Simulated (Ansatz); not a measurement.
# C3H4AlF: ionisation energy by level of theory

The task here is to estimate one member of a computed series from the others.

Computed with Ansatz 0.2.0, Gaussian basis. Level: unrestricted cation, the program's frozen cores in correlated methods.

Plan: UKS PBE-D4/def2-TZVPP; UKS r2SCAN-D4/def2-TZVPP; UKS PBE0-D4/def2-TZVPP; UKS B3LYP-D4/def2-TZVPP; UKS wB97X-V/def2-TZVPP; UKS wB97M-V/def2-TZVPP; UKS B2PLYP/def2-TZVPP; UHF-CCSD(T)/def2-TZVPP; UHF-MP2/def2-QZVPP; extrapolation to the limit; then −ε(HOMO) from the neutral's earlier runs with LDA (SPW92), PBE-D4, revPBE-D4, BLYP-D4, r2SCAN-D4, B97M-V, PBE0-D4, B3LYP-D4, r2SCANh-D4, r2SCAN0-D4, HSE06-D4, BHLYP-D4, CAM-B3LYP-D4, LC-ωPBE, ωB97X-V, ωB97M-V.

## The geometry

The geometry comes from an earlier relaxation with PBE0-D4 in a triple-zeta def2 set; it is a stationary point, not always the lowest conformer.

SMILES `C#[C][Al]([CH3])[F]`, 9 atoms, charge 0, spin multiplicity 1.

Atoms are counted from 1 here; the program's logs count them from 0.

Bond lengths: C1–C2 1.210 Å, C1–H6 1.067 Å, C2–Al3 1.900 Å, Al3–C4 1.931 Å, Al3–F5 1.650 Å, C4–H7 1.094 Å, C4–H8 1.094 Å, C4–H9 1.092 Å. Angles: C2–C1–H6 179.6°, C1–C2–Al3 177.8°, C2–Al3–C4 124.6°, C2–Al3–F5 116.1°, C4–Al3–F5 119.2°, Al3–C4–H7 110.8°, Al3–C4–H8 110.9°, Al3–C4–H9 112.0°, H7–C4–H8 106.6°, H7–C4–H9 108.1°, H8–C4–H9 108.2°.

Set-up of the first run:

The input, in.yaml:

```yaml
crystal:
  periodic: [false, false, false]
  atoms:
    - {symbol: C, position_ang: [0.214806, 2.769921, 0.344176]}
    - {symbol: C, position_ang: [0.305467, 1.631252, -0.055038]}
    - {symbol: Al, position_ang: [0.406602, -0.178290, -0.626566]}
    - {symbol: C, position_ang: [-0.438443, -1.662206, 0.274072]}
    - {symbol: F, position_ang: [1.286180, -0.460275, -1.993427]}
    - {symbol: H, position_ang: [0.139173, 3.776163, 0.690374]}
    - {symbol: H, position_ang: [-1.159584, -2.156883, -0.383642]}
    - {symbol: H, position_ang: [0.298932, -2.419758, 0.555669]}
    - {symbol: H, position_ang: [-0.964633, -1.346123, 1.177281]}
basis:
  gaussian: {orbitals: def2-TZVPP}
total_charge: 1
magnetization: {spin_polarized: true, initial_magnetization: 1}
hamiltonian: {xc: pbe, dispersion: d4}
```

On the command line:

```
$ ansatz run in.yaml --threads 2 --pin off --events-out ev --progress --plain --max-ram 32768MiB --backend cpu
```

Steps of the session up to this table: Cation, UKS PBE-D4/def2-TZVPP; Cation, UKS r2SCAN-D4/def2-TZVPP; Cation, UKS PBE0-D4/def2-TZVPP; Cation, UKS B3LYP-D4/def2-TZVPP; Cation, UKS wB97X-V/def2-TZVPP; Cation, UKS wB97M-V/def2-TZVPP; Cation, UKS B2PLYP (frozen core)/def2-TZVPP; Cation, UHF-CCSD(T)/def2-TZVPP; Cation, UHF-MP2/def2-QZVPP.

One of the session's tables, all rows but one given; the rest of the session is left out.

Orbital estimates, from the neutral's runs:

| functional | −ε(HOMO) (eV) |
| --- | --- |
| LDA (SPW92) | 7.29 |
| PBE-D4 | ? |
| revPBE-D4 | 7.02 |
| BLYP-D4 | 6.91 |
| r2SCAN-D4 | 7.33 |
| B97M-V | 7.29 |
| PBE0-D4 | 8.32 |
| B3LYP-D4 | 8.06 |
| r2SCANh-D4 | 7.79 |
| r2SCAN0-D4 | 8.48 |
| HSE06-D4 | 7.91 |
| BHLYP-D4 | 9.37 |
| CAM-B3LYP-D4 | 9.68 |
| LC-ωPBE | 11.14 |
| ωB97X-V | 10.71 |
| ωB97M-V | 10.58 |

Estimate the missing values for PBE-D4.

The run gave: −ε(HOMO) (eV): 7.09. In the column «−ε(HOMO) (eV)» it lies between revPBE-D4 (7.02) and LDA (SPW92) (7.29).
